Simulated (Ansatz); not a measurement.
# C2H7BSeSi: a ladder of functionals and wavefunction methods

Aim: compute C2H7BSeSi with functionals from several rungs and with coupled cluster. The yardstick is the atomisation energy at the CCSD(T) limit.

Method: functionals in def2-TZVPP, the program's frozen cores in correlated methods; program: Ansatz 0.2.0, Gaussian basis.

Levels to be run: PBE-D4, r2SCAN-D4, PBE0-D4, B3LYP-D4, ωB97X-V, ωB97M-V, B2PLYP; CCSD(T)/def2-TZVPP; MP2/def2-QZVPP; extrapolation to the limit.

## 1. Structure used throughout

An earlier PBE0-D4 in a triple-zeta def2 set relaxation fixed the geometry.

SMILES `CC1[Se]B1[SiH3]`, 12 atoms, charge 0, spin multiplicity 1.

Atoms are counted from 1 here; the program's logs count them from 0.

Bond lengths: C1–C2 1.504 Å, C1–H6 1.092 Å, C1–H7 1.091 Å, C1–H8 1.096 Å, C2–Se3 2.029 Å, C2–B4 1.531 Å, C2–H9 1.088 Å, Se3–B4 1.890 Å, B4–Si5 1.987 Å, Si5–H10 1.490 Å, Si5–H11 1.490 Å, Si5–H12 1.485 Å. Angles: C2–C1–H6 111.9°, C2–C1–H7 111.6°, C2–C1–H8 109.1°, H6–C1–H7 108.3°, H6–C1–H8 107.8°, H7–C1–H8 108.0°, C1–C2–Se3 117.5°, C1–C2–B4 123.4°, C1–C2–H9 114.2°, Se3–C2–B4 62.3°, Se3–C2–H9 109.8°, B4–C2–H9 118.0°, C2–Se3–B4 45.8°, C2–B4–Se3 71.9°, C2–B4–Si5 147.2°, Se3–B4–Si5 140.8°, B4–Si5–H10 109.5°, B4–Si5–H11 109.4° and more.

As a file:

```mol
C2H7BSeSi
  3D, bonds by distance, orders not assigned

 12 12  0  0  0  0  0  0  0  0999 V2000
   -1.7095   -0.6665    0.7815 C   0  0
   -0.4648    0.1249    1.0735 C   0  0
    1.1522   -0.8924    1.7562 Se  0  0
    0.7829    0.0927    0.1862 B   0  0
    1.6169    0.6053   -1.5426 Si  0  0
   -2.2205   -0.9751    1.6963 H   0  0
   -1.4885   -1.5596    0.1948 H   0  0
   -2.4028   -0.0452    0.2038 H   0  0
   -0.6318    1.0079    1.6871 H   0  0
    1.6623    2.0904   -1.6517 H   0  0
    0.7846    0.0907   -2.6663 H   0  0
    2.9959    0.0718   -1.6849 H   0  0
  1  2  8  0
  2  3  8  0
  3  4  8  0
  4  5  8  0
  1  6  8  0
  1  7  8  0
  1  8  8  0
  2  9  8  0
  5 10  8  0
  5 11  8  0
  5 12  8  0
  2  4  8  0
M  END
```

## 2. PBE-D4 (GGA)

File in.yaml:

```yaml
crystal:
  periodic: [false, false, false]
  atoms:
    - {symbol: C, position_ang: [-1.709516, -0.666528, 0.781514]}
    - {symbol: C, position_ang: [-0.464850, 0.124895, 1.073539]}
    - {symbol: Se, position_ang: [1.152223, -0.892449, 1.756197]}
    - {symbol: B, position_ang: [0.782933, 0.092673, 0.186180]}
    - {symbol: Si, position_ang: [1.616944, 0.605256, -1.542617]}
    - {symbol: H, position_ang: [-2.220466, -0.975134, 1.696253]}
    - {symbol: H, position_ang: [-1.488521, -1.559573, 0.194826]}
    - {symbol: H, position_ang: [-2.402798, -0.045221, 0.203824]}
    - {symbol: H, position_ang: [-0.631800, 1.007892, 1.687122]}
    - {symbol: H, position_ang: [1.662300, 2.090408, -1.651674]}
    - {symbol: H, position_ang: [0.784634, 0.090666, -2.666319]}
    - {symbol: H, position_ang: [2.995917, 0.071815, -1.684945]}
basis:
  gaussian: {orbitals: def2-TZVPP}
hamiltonian: {xc: pbe, dispersion: d4}
output: {forces: true, orbitals: {seedname: orbitals}}
```

Launch:

```bash
> ansatz run in.yaml --threads 4 --pin off --events-out ev --progress --plain --max-ram 10444MiB
```

The runs that follow: r2SCAN-D4 (meta-GGA); PBE0-D4 (hybrid); B3LYP-D4 (hybrid); ωB97X-V (range-separated); ωB97M-V (range-separated); B2PLYP (double hybrid); CCSD(T) in def2-TZVPP; MP2 in def2-QZVPP.

Before running them: what should the planned runs give, taken together? Wanted: atomisation energy, CCSD(T)/CBS; farthest; mean size of error, hybrid; mean size of error, range-separated; gap, smallest and largest; T1 diagnostic; triples share of the correlation energy.

The runs gave:

| quantity | value |
| --- | --- |
| atomisation energy, CCSD(T)/CBS | 4256.5 kJ/mol |
| functionals within 42.6 kJ/mol (1.0 %) | r2SCAN-D4, PBE0-D4, B3LYP-D4, ωB97X-V, ωB97M-V |
| farthest | PBE-D4 (+80.3 kJ/mol) |
| mean size of error, hybrid | 14.9 kJ/mol |
| mean size of error, range-separated | 7.1 kJ/mol |
| gap, smallest and largest | 3.50 eV (PBE-D4), 9.65 eV (ωB97X-V) |
| T1 diagnostic | 0.0152 |
| triples share of the correlation energy | 4.3 % |

PBE-D4 is off by +80.3 kJ/mol. Double hybrids carry the basis error of their MP2 part in triple zeta, and no dispersion term here, so their miss is partly the set-up's. Misses under about 42.6 kJ/mol are within the doubt on the reference itself, which lacks core-valence correlation, relativity and higher excitations, and its outer-core shells are covered unevenly. All levels share the lack of spin-orbit coupling, which lowers the free heavy atoms and so the true binding. Hartree-Fock recovers 75 % of the binding; the rest is correlation. The gap grows from 3.5 to 9.6 eV across the functionals, mostly with the share of exact exchange. Correlated methods include outer-core shells of Se, which these sets cover unevenly.
